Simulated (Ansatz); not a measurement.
# CH5BOSi: the cost of one run

All numbers below are computed with Ansatz 0.2.0 (RKS PBE0/def2-SVP).

**1. The structure to begin with**

Bond lengths: B1–C2 1.506 Å, C2–Si3 1.779 Å, Si3–O4 1.619 Å, B1–H5 1.175 Å, B1–H6 1.181 Å, C2–H7 1.085 Å, Si3–H8 1.449 Å, O4–H9 0.954 Å. Angles: B1–C2–Si3 124.9°, B1–C2–H7 119.1°, Si3–C2–H7 116.0°, C2–B1–H5 120.3°, C2–B1–H6 121.3°, H5–B1–H6 118.4°, C2–Si3–O4 123.0°, C2–Si3–H8 138.3°, O4–Si3–H8 98.7°, Si3–O4–H9 121.3°.

Structure file:

```xyz
9

B    -0.1691    1.2407   -0.9916
C     0.4087   -0.1431   -0.8489
Si    0.2860   -1.1529    0.6112
O    -0.4819   -0.6729    1.9529
H    -0.0389    1.8371   -1.9953
H    -0.7607    1.7524   -0.1072
H     0.9455   -0.5796   -1.6847
H     0.7114   -2.4636    1.0596
H    -0.9011    0.1820    2.0040
```

**2. End point A**

Contents of input.yaml:

```yaml
crystal:
  periodic: [false, false, false]
  atoms:
    - { symbol: B, position_ang: [-0.16913, 1.24073, -0.99163] }
    - { symbol: C, position_ang: [0.40867, -0.14313, -0.84889] }
    - { symbol: Si, position_ang: [0.28604, -1.15292, 0.6112] }
    - { symbol: O, position_ang: [-0.48187, -0.67294, 1.95286] }
    - { symbol: H, position_ang: [-0.03887, 1.83711, -1.99531] }
    - { symbol: H, position_ang: [-0.76072, 1.7524, -0.10717] }
    - { symbol: H, position_ang: [0.94551, -0.57965, -1.68466] }
    - { symbol: H, position_ang: [0.71144, -2.46357, 1.05962] }
    - { symbol: H, position_ang: [-0.90106, 0.18197, 2.00398] }
basis:
  gaussian: { orbitals: def2-SVP }
hamiltonian:
  xc: pbe0
relax:
  f_tol: 0.02
  max_steps: 50
output:
  orbitals: {}
```

On the command line:

```
ansatz run input.yaml --threads 2 --pin off --max-ram 3072MiB --backend cpu --events-out ev --progress --plain --runs-dir out
```

Q: Estimate wall time and peak memory on 2 threads of Intel Xeon Platinum 8488C (Sapphire Rapids), shared host.

About 18 s, with a peak of 0.17 GiB.
